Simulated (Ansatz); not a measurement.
**C₂H₄BN: a ladder of functionals and wavefunction methods**

The task here is to estimate one member of a computed series from the others.

Method: functionals in def2-TZVPP, the program's frozen cores in correlated methods; program: Ansatz 0.2.0, Gaussian basis.

The runs, in order: LDA (SPW92), PBE-D4, revPBE-D4, BLYP-D4, r2SCAN-D4, B97M-V, PBE0-D4, B3LYP-D4, r2SCANh-D4, r2SCAN0-D4, HSE06-D4, BHLYP-D4, CAM-B3LYP-D4, LC-ωPBE, ωB97X-V, ωB97M-V, B2PLYP, PBE-QIDH; CCSD(T)/def2-SVP; CCSD(T)/def2-TZVPP; MP2/def2-QZVPP; extrapolation to the limit; RPA on PBE.

## Structure used throughout

The geometry comes from an earlier relaxation with PBE0-D4 in a triple-zeta def2 set; it is a stationary point, not always the lowest conformer.

SMILES `CB1C=N1`, 8 atoms, charge 0, spin multiplicity 1.

Atoms are counted from 1 here; the program's logs count them from 0.

Bond lengths: C1–B2 1.543 Å, C1–H5 1.091 Å, C1–H6 1.092 Å, C1–H7 1.096 Å, B2–C3 1.446 Å, B2–N4 1.437 Å, C3–N4 1.301 Å, C3–H8 1.087 Å. Angles: B2–C1–H5 112.9°, B2–C1–H6 112.1°, B2–C1–H7 108.3°, H5–C1–H6 109.4°, H5–C1–H7 106.9°, H6–C1–H7 107.0°, C1–B2–C3 161.6°, C1–B2–N4 144.7°, C3–B2–N4 53.7°, B2–C3–N4 62.8°, B2–C3–H8 167.5°, N4–C3–H8 129.7°, B2–N4–C3 63.5°.

Coordinates:

```
C     0.21814    1.19348   -0.19683
B    -0.11844   -0.28237    0.10114
C    -0.01935   -1.72280    0.18432
N    -1.12563   -1.17742    0.59923
H     1.28867    1.40115   -0.15742
H    -0.30828    1.87753    0.47216
H    -0.11402    1.42346   -1.21561
H     0.27100   -2.77013    0.15710
```

The first run:

The input, in.yaml:

```yaml
crystal:
  periodic: [false, false, false]
  atoms:
    - {symbol: C, position_ang: [0.218136, 1.193477, -0.196830]}
    - {symbol: B, position_ang: [-0.118436, -0.282366, 0.101141]}
    - {symbol: C, position_ang: [-0.019345, -1.722799, 0.184318]}
    - {symbol: N, position_ang: [-1.125632, -1.177425, 0.599235]}
    - {symbol: H, position_ang: [1.288673, 1.401150, -0.157421]}
    - {symbol: H, position_ang: [-0.308276, 1.877532, 0.472160]}
    - {symbol: H, position_ang: [-0.114024, 1.423458, -1.215608]}
    - {symbol: H, position_ang: [0.271003, -2.770126, 0.157104]}
basis:
  gaussian: {orbitals: def2-TZVPP}
hamiltonian: {xc: lda}
output: {orbitals: {seedname: orbitals}}
```

The run is started by

```sh
ansatz run in.yaml --threads 2 --pin off --events-out ev --progress --plain --max-ram 4352MiB
```

Steps of the session up to this table: LDA; PBE-D4 (GGA); revPBE-D4 (GGA); BLYP-D4 (GGA); r2SCAN-D4 (meta-GGA); B97M-V (meta-GGA); PBE0-D4 (hybrid); B3LYP-D4 (hybrid); r2SCANh-D4 (hybrid); r2SCAN0-D4 (hybrid); HSE06-D4 (hybrid); BHLYP-D4 (hybrid); CAM-B3LYP-D4 (range-separated); LC-ωPBE (range-separated); ωB97X-V (range-separated); ωB97M-V (range-separated); B2PLYP (double hybrid); PBE-QIDH (double hybrid).

One of the session's tables, all rows but one given; the rest of the session is left out.

```
  functional  HOMO (eV)  gap (eV)
 LDA (SPW92)      -5.83      3.53
      PBE-D4      -5.70      3.66
   revPBE-D4      -5.65      3.71
     BLYP-D4      -5.62      3.72
   r2SCAN-D4      -5.92      4.17
      B97M-V      -6.00      4.42
     PBE0-D4      -7.08      6.29
    B3LYP-D4      -6.88      5.81
  r2SCANh-D4      -6.44      5.15
  r2SCAN0-D4      -7.23      6.60
    HSE06-D4          ?         ?
    BHLYP-D4      -8.41      8.92
CAM-B3LYP-D4      -8.53      8.98
     LC-ωPBE      -9.88     11.60
     ωB97X-V      -9.51     11.15
     ωB97M-V      -9.41     10.96
```

Q: Estimate the row for HSE06-D4 from the others.

**Answer.** HOMO (eV): -6.67; gap (eV): 5.49. In the column «HOMO (eV)» it lies between B3LYP-D4 (-6.88) and r2SCANh-D4 (-6.44).
